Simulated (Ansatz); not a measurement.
**LaI (database structure): how the settings move a single-point run**

How sensitive is a single-point run of LaI (database structure) to its settings? A reference run comes first, then four runs with altered input.

Method: reference: DFT r2SCAN, plane waves, PAW, scalar-relativistic, no spin polarisation, in Ansatz 0.2.0.

## Step 1: The system as given

The structure is hexagonal, space group P6_3/mmc (No. 194). The conventional cell has a = 3.944 Å, b = 3.944 Å, c = 9.748 Å, α = 90.00°, β = 90.00°, γ = 120.00°. Around I (site symmetry -6m2) lie 6 La at 3.33 to 3.34 Å. La (site symmetry -3m) is surrounded by 6 I at 3.33 to 3.34 Å.

Coordinates:

```cif
data_structure
_symmetry_space_group_name_H-M 'P6_3/mmc'
_symmetry_Int_Tables_number 194
_cell_length_a 3.9436
_cell_length_b 3.9436
_cell_length_c 9.7477
_cell_angle_alpha 90.000
_cell_angle_beta 90.000
_cell_angle_gamma 120.000
_cell_volume 131.29
loop_
_atom_site_label
_atom_site_type_symbol
_atom_site_symmetry_multiplicity
_atom_site_Wyckoff_symbol
_atom_site_fract_x
_atom_site_fract_y
_atom_site_fract_z
_atom_site_occupancy
I1 I 2 c 0.33333 0.66667 0.25000 1
La1 La 2 a 0.00000 0.00000 0.00000 1
```

## Step 2: Baseline

Input file input.yaml:

```yaml
crystal:
  lattice:
    - [3.94364531, 0.0, 0.0]
    - [-1.97182266, 3.41530002, 0.0]
    - [0.0, 0.0, 9.7477052]
  atoms:
    - { symbol: I, position: [0.3333, 0.6667, 0.25] }
    - { symbol: I, position: [0.6666, 0.3333, 0.75] }
    - { symbol: La, position: [0.0, 0.0, 0.0] }
    - { symbol: La, position: [0.0, 0.0, 0.5] }
  symmetry: { tolerance: 0.0003 }
kpoints:
  mp_grid: { grid: [5, 5, 2], shift: [0, 0, 0] }
magnetization:
  spin_polarized: false
scf:
  occupations: { method: fermi_dirac }
hamiltonian:
  pseudopotentials: { kind: paw }
  xc: r2scan
basis:
  ecutwfc: 500
output:
  forces: true
  stress: true
  eigenvalues: true
  write_density: true
  write_potential: true
  elf: true
  volumetric_format: npy
```

The run is started by

```console
ansatz run input.yaml --threads 1 --pin off --max-ram 2560MiB --backend cpu --events-out ev --progress --plain --runs-dir out
```

## Step 3: Changed: spin_polarized left out

input.yaml, as its differences from that of step 2:

```diff
@@ -13,4 +13,2 @@
   mp_grid: { grid: [5, 5, 2], shift: [0, 0, 0] }
-magnetization:
-  spin_polarized: false
 scf:
```

## Step 4: Changing settings: mixing.algorithm anderson, mixing.beta 0.7, mixing.ndim 2

input.yaml, as its differences from that of step 2:

```diff
@@ -17,2 +17,3 @@
   occupations: { method: fermi_dirac }
+  mixing: { algorithm: anderson, beta: 0.7, ndim: 2 }
 hamiltonian:
@@ -26,5 +27 @@
   eigenvalues: true
-  write_density: true
-  write_potential: true
-  elf: true
-  volumetric_format: npy
```

## Step 5: Variant: mp_grid.grid [2, 2, 1], scf.algorithm density_mixing

input.yaml, as its differences from that of step 2:

```diff
@@ -12,3 +12,3 @@
 kpoints:
-  mp_grid: { grid: [5, 5, 2], shift: [0, 0, 0] }
+  mp_grid: { grid: [2, 2, 1], shift: [0, 0, 0] }
 magnetization:
@@ -17,2 +17,3 @@
   occupations: { method: fermi_dirac }
+  algorithm: density_mixing
 hamiltonian:
@@ -26,5 +27 @@
   eigenvalues: true
-  write_density: true
-  write_potential: true
-  elf: true
-  volumetric_format: npy
```

## Step 6: A run with other settings

input.yaml, as its differences from that of step 2:

```diff
@@ -17,2 +17,3 @@
   occupations: { method: fermi_dirac }
+  max_iter: 50
 hamiltonian:
@@ -22,2 +23,3 @@
   ecutwfc: 500
+  ecutrho_ratio: 1
 output:
@@ -26,5 +28 @@
   eigenvalues: true
-  write_density: true
-  write_potential: true
-  elf: true
-  volumetric_format: npy
```

(Steps that only read results are left out.)

What does the calculation give? Wanted: for each run, ending; energy change; pressure; gap; force.

As calculated:

```csv
run,ending,energy change,pressure (GPa),gap (eV),force (eV/Å),cycles,time
reference,converged,0,1.2,0.15,0.00,8,12 s
1: spin_polarized left out,converged,0.0 meV/atom,1.2,0.15,0.00,8,12 s
"2: mixing.algorithm anderson, mixing.beta 0.7, mixing.ndim 2",converged,0.0 meV/atom,1.2,0.15,0.00,9,10 s
"3: mp_grid.grid [2, 2, 1], scf.algorithm density_mixing",converged,-315.7 meV/atom,0.1,0.96,0.00,7,4.2 s
4: ecutrho_ratio 1,converged,-92.4 meV/atom,3.1,0.16,0.00,8,11 s
```

Times don't compare one to one where runs were asked for different outputs or read a saved state (see the inputs); cycles may leave out searches for a lower state.

Residual by cycle in the longest SCF loop of each run; runs are numbered as in the table. The quantity is the density residual dr2, in eV.

```csv
cycle,reference,run 1,run 2,run 3,run 4
1,0.115,0.115,0.115,0.385,0.115
2,0.039,0.039,0.0203,0.0706,0.0246
3,0.00161,0.00161,0.0017,0.00148,0.00142
4,1.5e-4,1.5e-4,2.8e-4,1.7e-4,8.9e-5
5,1.7e-5,1.7e-5,3.1e-5,4.7e-6,1.5e-5
6,2.5e-6,2.5e-6,1.0e-5,1.5e-7,2.8e-6
7,3.2e-7,3.2e-7,2.0e-6,9.7e-9,2.5e-7
8,1.8e-8,1.8e-8,4.1e-7,-,2.2e-8
9,-,-,9.8e-8,-,-
```

Of the converged runs whose energies compare with the reference's, «mp_grid.grid [2, 2, 1], scf.algorithm density_mixing» moves the energy most (-315.7 meV/atom). Run 4 ran under the cutoff that the potentials recommend, as the log warns, so basis error is mixed into its values. The gap of the reference lacks spin-orbit coupling, though the cell holds I and La.
